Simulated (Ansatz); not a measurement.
# Li3Zn, space group Fm-3m: a charge-density difference against the sublattices

Computed with Ansatz 0.2.0, Python API.

`li3zn.py`
```python
"""Density of Li3Zn less that of its sublattices."""

import ansatz as az
import numpy as np

VECTORS = np.array([
    [0.0, 3.171861, 3.171861],
    [3.171861, 0.0, 3.171861],
    [3.171861, 3.171861, 0.0],
])
SITES = [
    ("Li", (0.25, 0.25, 0.25)),
    ("Li", (0.75, 0.75, 0.75)),
    ("Li", (0.5, 0.5, 0.5)),
    ("Zn", (0.0, 0.0, 0.0)),
]


def crystal_on(cell):
    crystal = az.Crystal(lattice=az.Lattice.of(cell))
    for symbol, position in SITES:
        crystal = crystal.atom(symbol, position)
    return crystal

# same cell, cutoff and mesh for the crystal and its parts
def solve(crystal):
    return (
        crystal.calculation()
        .functional("LDA")
        .occupations(az.OccupationsMethod.FERMI_DIRAC, width=0.1)
        .basis(460, grid_basis="typed")
        .kpoints(6, 6, 6)
        .density()
        .run(threads=1)
    )


whole = solve(crystal_on(VECTORS))
difference = whole.density().channels[0].density_e_per_ang3.copy()
binding = whole.report["free_energy_ev"]
for element in ["Li", "Zn"]:
    part = az.Crystal(lattice=az.Lattice.of(VECTORS))
    for symbol, position in SITES:
        if symbol == element:
            part = part.atom(symbol, position)
    alone = solve(part)
    difference -= alone.density().channels[0].density_e_per_ang3
    binding -= alone.report["free_energy_ev"]
    print(f"{element} sublattice: {alone.report['n_electrons']:g} electrons, {alone.report['n_iterations']} iterations")

voxel = abs(np.linalg.det(VECTORS)) / difference.size
print(f"energy of the crystal less its unpolarised sublattices: {binding / len(SITES):.4f} eV/atom")
print(f"net charge of the difference {difference.sum() * voxel:.5f} e, charge moved {0.5 * np.abs(difference).sum() * voxel:.3f} e")
print(f"extremes {difference.min():.4f} and {difference.max():.4f} e/A^3")
for (symbol, position) in SITES:
    index = tuple(int(round(p * n)) % n for p, n in zip(position, difference.shape))
    print(f"  change of the pseudo-density at the grid point nearest {symbol}: {difference[index]:+.4f} e/A^3")
```

Output of `python li3zn.py`:
```text
Li sublattice: 9 electrons, 6 iterations
Zn sublattice: 12 electrons, 7 iterations
energy of the crystal less its unpolarised sublattices: -0.6978 eV/atom
net charge of the difference 0.00000 e, charge moved 0.215 e
extremes -0.2182 and 0.0132 e/A^3
  change of the pseudo-density at the grid point nearest Li: -0.0073 e/A^3
  change of the pseudo-density at the grid point nearest Li: -0.0073 e/A^3
  change of the pseudo-density at the grid point nearest Li: -0.0305 e/A^3
  change of the pseudo-density at the grid point nearest Zn: -0.2182 e/A^3
```

Notes:
- The fields are valence quantities on the plane-wave grid; their values near the nuclei depend on the potentials.
- The structure comes from a database of computed cells and needn't be a stable or known phase.
- Charge moved counts every rearrangement, bonding and polarisation too, and is no transfer between atoms; the bare sublattices are artificial references. Values near the nuclei depend on the potentials.
- Timing: 2.9 s on 1 thread of Arm Neoverse V1 (shared host), peak memory 0.36 GiB.

(Lines on the test bed's own set-up are left out of the output.)
